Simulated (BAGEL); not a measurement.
**HF/3-21G (density fitting with qzvpp-jkfit) run of GeNH5 (SMILES [NH2][GeH3])**

What is the vertical ionisation energy of GeNH5 at HF/3-21G (density fitting with qzvpp-jkfit)? 

The results are computed with BAGEL 1.2.2.

4 further runs of the same task are left out: 2 that didn't finish, 2 set aside as unsound or not needed.

## 1. The system as given

GeNH5 has 7 atoms, charge 0, and is taken as a singlet. As SMILES, `[NH2][GeH3]`. The shape is that of a PBE0-D4/def2-TZVP optimisation.

Bond lengths: N1–Ge2 1.843 Å, N1–H3 1.011 Å, N1–H4 1.011 Å, Ge2–H5 1.536 Å, Ge2–H6 1.548 Å, Ge2–H7 1.536 Å. Angles: N1–Ge2–H5 106.8°, N1–Ge2–H6 114.5°, N1–Ge2–H7 106.9°, Ge2–N1–H3 113.7°, Ge2–N1–H4 113.6°, H5–Ge2–H6 108.8°, H5–Ge2–H7 111.1°, H6–Ge2–H7 108.7°, H3–N1–H4 108.0°.

## 2. A single-point energy at HF/3-21G (density fitting with qzvpp-jkfit)

Input file job.json:

```json
{ "bagel" : [

{
  "title" : "molecule",
  "basis" : "3-21g",
  "df_basis" : "qzvpp-jkfit",
  "angstrom" : true,
  "geometry" : [
    { "atom" : "N", "xyz" : [   -0.107500,   -1.162200,   -0.097000 ] },
    { "atom" : "Ge", "xyz" : [    0.157800,    0.661500,   -0.112100 ] },
    { "atom" : "H", "xyz" : [    0.362800,   -1.634300,    0.663400 ] },
    { "atom" : "H", "xyz" : [   -1.082500,   -1.429000,   -0.075400 ] },
    { "atom" : "H", "xyz" : [   -0.576500,    1.207700,   -1.345800 ] },
    { "atom" : "H", "xyz" : [   -0.365100,    1.397200,    1.145200 ] },
    { "atom" : "H", "xyz" : [    1.672400,    0.891400,   -0.224200 ] }
  ]
},
{
  "title" : "hf"
},
{
  "title" : "print",
  "file" : "orbitals.molden",
  "orbitals" : true
}

]}
```

Command:

```console
$ BAGEL_NUM_THREADS=1 BAGEL job.json > job.out
```

Log:

```text
* using 1 threads per process

  ===============================================================
  ===============================================================

  *** Geometry ***

  { "atom" : "N", "xyz" : [     -0.203146,     -2.196240,     -0.183303 ] },
  { "atom" : "Ge", "xyz" : [      0.298199,      1.250054,     -0.211838 ] },
  { "atom" : "H", "xyz" : [      0.685593,     -3.088379,      1.253644 ] },
  { "atom" : "H", "xyz" : [     -2.045629,     -2.700419,     -0.142485 ] },
  { "atom" : "H", "xyz" : [     -1.089427,      2.282222,     -2.543193 ] },
  { "atom" : "H", "xyz" : [     -0.689939,      2.640325,      2.164114 ] },
  { "atom" : "H", "xyz" : [      3.160378,      1.684502,     -0.423677 ] },

  Number of auxiliary basis functions:      433

  Since a DF basis is specified, we compute 2- and 3-index integrals:
    o Being stored without compression. Storage requirement is 0.006 GB

  Number of basis functions:       41
  Number of electrons      :       44

    * METHOD: MOLECULE                             0.13

  *** RHF ***

  === Nuclear Repulsion ===
   124.5228051908

      * DIIS with orbital gradients will be used.

  === RHF iteration (3-21g) ===
      0      -2122.28598154          0.02656782           0.02
      1      -2122.35076228          0.01435580           0.02
      2      -2122.37505707          0.00126657           0.02
      3      -2122.37545232          0.00015157           0.02
      4      -2122.37546638          0.00004883           0.02
      5      -2122.37546796          0.00000844           0.02
      6      -2122.37546800          0.00000123           0.02
      7      -2122.37546800          0.00000049           0.02
      8      -2122.37546800          0.00000012           0.02
      9      -2122.37546800          0.00000005           0.02
     10      -2122.37546800          0.00000001           0.02
     11      -2122.37546800          0.00000000           0.02
    * SCF iteration converged.

    * Permanent dipole moment:
           (    0.293082,     0.031848,    -0.564292) a.u.

    * METHOD: HF                                   0.36

    * METHOD: PRINT                                0.00

  ===============================================================
```

Wall time 0.62 s (1 thread of Arm Neoverse V1, shared host); peak memory 0.081 GiB.

## 3. The doublet cation

Edit job.json of step 2 so:

```diff
@@ -18,3 +18,5 @@
 {
-  "title" : "hf"
+  "title" : "uhf",
+  "charge" : 1,
+  "nopen" : 1
 },
```

Command:

```console
$ BAGEL_NUM_THREADS=1 BAGEL job.json > job.out
```

Log:

```text
* using 1 threads per process

  ===============================================================
  ===============================================================

  *** Geometry ***

  { "atom" : "N", "xyz" : [     -0.203146,     -2.196240,     -0.183303 ] },
  { "atom" : "Ge", "xyz" : [      0.298199,      1.250054,     -0.211838 ] },
  { "atom" : "H", "xyz" : [      0.685593,     -3.088379,      1.253644 ] },
  { "atom" : "H", "xyz" : [     -2.045629,     -2.700419,     -0.142485 ] },
  { "atom" : "H", "xyz" : [     -1.089427,      2.282222,     -2.543193 ] },
  { "atom" : "H", "xyz" : [     -0.689939,      2.640325,      2.164114 ] },
  { "atom" : "H", "xyz" : [      3.160378,      1.684502,     -0.423677 ] },

  Number of auxiliary basis functions:      433

  Since a DF basis is specified, we compute 2- and 3-index integrals:
    o Being stored without compression. Storage requirement is 0.006 GB

  Number of basis functions:       41
  Number of electrons      :       44

    * METHOD: MOLECULE                             0.13

  *** Open-shell HF ***

  === Nuclear Repulsion ===
   124.5228051908

      * DIIS with orbital gradients will be used.

  === UHF iteration (3-21g) ===
      0      -2121.92474651          0.04056307           0.04
      1      -2122.00989856          0.03190960           0.04
      2      -2122.04559847          0.01818679           0.04
      3      -2122.06247568          0.00555388           0.04
      4      -2122.07218128          0.00182685           0.04
      5      -2122.07308616          0.00057754           0.04
      6      -2122.07347025          0.00018877           0.04
      7      -2122.07359976          0.00014337           0.04
      8      -2122.07362227          0.00004571           0.04
      9      -2122.07362572          0.00000818           0.04
     10      -2122.07362616          0.00000481           0.04
     11      -2122.07362643          0.00000244           0.04
     12      -2122.07362646          0.00000100           0.04
     13      -2122.07362646          0.00000052           0.04
     14      -2122.07362646          0.00000024           0.04
     15      -2122.07362646          0.00000008           0.04
     16      -2122.07362646          0.00000005           0.04
     17      -2122.07362646          0.00000002           0.04
     18      -2122.07362646          0.00000002           0.04
     19      -2122.07362646          0.00000001           0.04
    * SCF iteration converged.

    * S^2 (UHF) is 0.7617

    * Permanent dipole moment:
           (    0.556046,     1.812588,    -0.590962) a.u.

    * METHOD: UHF                                  0.92

    * METHOD: PRINT                                0.00

  ===============================================================
```

Wall time 1.2 s (1 thread of Arm Neoverse V1, shared host); peak memory 0.081 GiB.

## 4. Outcome

At HF/3-21G (density fitting with qzvpp-jkfit):

| quantity | value |
| --- | --- |
| singlet GeNH5: total energy | -2122.37547 Eh |
| singlet GeNH5: dipole moment | 1.62 D |
| singlet GeNH5: HOMO energy | -10.46 eV |
| singlet GeNH5: LUMO energy | 4.32 eV |
| singlet GeNH5: HOMO–LUMO gap | 14.78 eV |
| doublet cation: total energy | -2122.07363 Eh |
| doublet cation: ⟨S²⟩ | 0.762 |
| vertical ionisation energy (to the doublet cation) | 8.214 eV |

What this shows: Removing an electron at fixed nuclei costs 8.21 eV (189 kcal/mol). The negative HOMO energy of the first species, 10.46 eV, lies 2.24 eV above that difference.
